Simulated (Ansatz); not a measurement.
# Vanadium, omega (AlB2-type) under r²SCAN: ground state and equation of state

What does r²SCAN give for vanadium in the omega (AlB2-type) structure? We relax it, solve it on a dense k-mesh, then scale the cell to 7 volumes from 88 to 112 % of the relaxed one and try a fit of the equation of state. The start is ferromagnetic. The k-meshes are 9×9×12 for the relaxation; 11×11×17 for the dense run; 11×11×17 for the volumes.

Method: DFT r2SCAN, plane waves (500 eV) with PAW, scalar-relativistic; PBE-made PAW files, in Ansatz 0.2.0.

## (1) The starting structure

The structure is hexagonal, space group P6/mmm (No. 191). Conventional cell: a = 4.275 Å, b = 4.275 Å, c = 2.621 Å, α = 90.00°, β = 90.00°, γ = 120.00°. V (site symmetry 6/mmm) has 14 V at 2.62 to 2.79 Å as nearest neighbours. V (site symmetry -6m2) has 11 V at 2.47 to 2.79 Å as nearest neighbours.

Coordinates:

```cif
data_structure
_symmetry_space_group_name_H-M 'P 1'
_symmetry_Int_Tables_number 1
_cell_length_a 4.2751
_cell_length_b 4.2751
_cell_length_c 2.6206
_cell_angle_alpha 90.000
_cell_angle_beta 90.000
_cell_angle_gamma 120.000
_cell_volume 41.48
loop_
_atom_site_label
_atom_site_type_symbol
_atom_site_fract_x
_atom_site_fract_y
_atom_site_fract_z
_atom_site_occupancy
V1 V 0.00000 0.00000 0.00000 1
V2 V 0.33333 0.66667 0.50000 1
V3 V 0.66667 0.33333 0.50000 1
```

Starting moments (μB): +1 ×3.

## (2) Relaxation of the cell

input.yaml

```yaml
crystal:
  lattice:
    - [4.2751219178, 0.0, 0.0]
    - [-2.1375609589, 3.7023641851, 0.0]
    - [0.0, 0.0, 2.6206497356]
  atoms:
    - { symbol: V, position: [0.0, 0.0, 0.0], spin: 1.0 }
    - { symbol: V, position: [0.3333333333, 0.6666666667, 0.5], spin: 1.0 }
    - { symbol: V, position: [0.6666666667, 0.3333333333, 0.5], spin: 1.0 }
hamiltonian:
  xc: r2scan
  pseudopotentials:
    kind: paw
    azcp:
      V: "pseudopotentials/V.paw.azcp"
basis:
  ecutwfc: 500
  fft_grid_basis: typed
kpoints:
  mp_grid: { grid: [9, 9, 12], shift: [0, 0, 0] }
magnetization:
  spin_polarized: true
scf:
  occupations: { method: fermi_dirac, width: 0.05 }
relax:
  max_steps: 60
  f_tol: 0.01
  cell: {}
```

After this run come: The energy on a finer k-mesh; The cell scaled to 88 % of its volume; The cell scaled to 92 % of its volume; The cell scaled to 96 % of its volume; The cell scaled to 100 % of its volume; The cell scaled to 104 % of its volume; The cell scaled to 108 % of its volume; The cell scaled to 112 % of its volume.

What does the calculation give? Wanted: space group; conventional cell; volume; shortest distance; gap on the mesh; magnetic state; relative to bcc; V₀, B₀, B₀′.

The runs gave:

| quantity | value |
| --- | --- |
| space group (spins left aside) | P6/mmm (No. 191) |
| conventional cell | a = 4.436 Å, c = 2.371 Å (c/a = 0.534) |
| volume | 13.469 Å³/atom |
| shortest distance | 2.371 Å |
| gap on the mesh | none (levels filled in part) |
| magnetic state | non-magnetic |
| relative to bcc | +114 meV/atom |
| V₀, B₀, B₀′ | 13.452 Å³/atom, 186 GPa, 3.8 |

In words: From the guessed start the volume shrank by 2.6 % in 7 steps. It lies 114 meV/atom above the element's reference form at the same level (bcc, from a run of its own). The starting moments do not survive. Levels at the Fermi energy are filled in part, as in a metal. The fitted modulus is 186 GPa; letting shape and positions relax at each volume could only lower it. Relaxation kept the symmetry; phonons were not checked.
